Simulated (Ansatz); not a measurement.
# Hf4Cl: the cost of one run

Computed with Ansatz 0.2.0 (DFT PBE, scalar-relativistic, plane waves, PAW, unless a step's input says otherwise).

1 further run of the same task is left out (it didn't finish).

### Step 1. Starting point

It takes space group Im-3m (No. 229, cubic). The conventional cell has a = 5.901 Å, b = 5.901 Å, c = 5.901 Å, α = 90.00°, β = 90.00°, γ = 90.00°. Hf (site symmetry -3m) is surrounded by 2 Cl at 2.56 Å. Cl (site symmetry m-3m) has 8 Hf at 2.56 Å as nearest neighbours.

Coordinates:

```xyz
5
Lattice="-2.9504 2.9504 2.9504 2.9504 -2.9504 2.9504 2.9504 2.9504 -2.9504" Properties=species:S:1:pos:R:3 pbc="T T T"
Hf    1.4752    1.4752   -1.4752
Hf   -1.4752    1.4752    1.4752
Hf    1.4752    1.4752    1.4752
Hf    1.4752   -1.4752    1.4752
Cl    0.0000    0.0000    0.0000
```

A structure generator made this guess: species swapped into a database cell of NiHg4 (Im-3m, No. 229), with Cl on the Ni sites and Hf on the Hg sites. Lengths come from tabulated atomic sizes and are only a guess.

### Step 2. The guess as it stands, on a coarse mesh

The input, input.yaml:

```yaml
crystal:
  lattice:
    - [-2.95035955, 2.95035955, 2.95035955]
    - [2.95035955, -2.95035955, 2.95035955]
    - [2.95035955, 2.95035955, -2.95035955]
  atoms:
    - { symbol: Hf, position: [0.0, 0.0, 0.5] }
    - { symbol: Hf, position: [0.5, 0.0, 0.0] }
    - { symbol: Hf, position: [0.5, 0.5, 0.5] }
    - { symbol: Hf, position: [0.0, 0.5, 0.0] }
    - { symbol: Cl, position: [0.0, 0.0, 0.0] }
basis:
  ecutwfc: 420
kpoints:
  mp_grid: { grid: [4, 4, 4] }
hamiltonian:
  xc: pbe
scf:
  occupations: { method: gaussian, width: 0.1 }
  lower_state_search: "off"
output:
  forces: true
  stress: true
  eigenvalues: true
```

On the command line:

```
$ ansatz run input.yaml --threads 1 --pin off --max-ram 2560MiB --backend cpu --events-out ev --progress --plain --runs-dir out
```

Q: Estimate wall time and peak memory on 1 thread of AMD EPYC, shared host.

About 6.4 s, with a peak of 0.44 GiB.
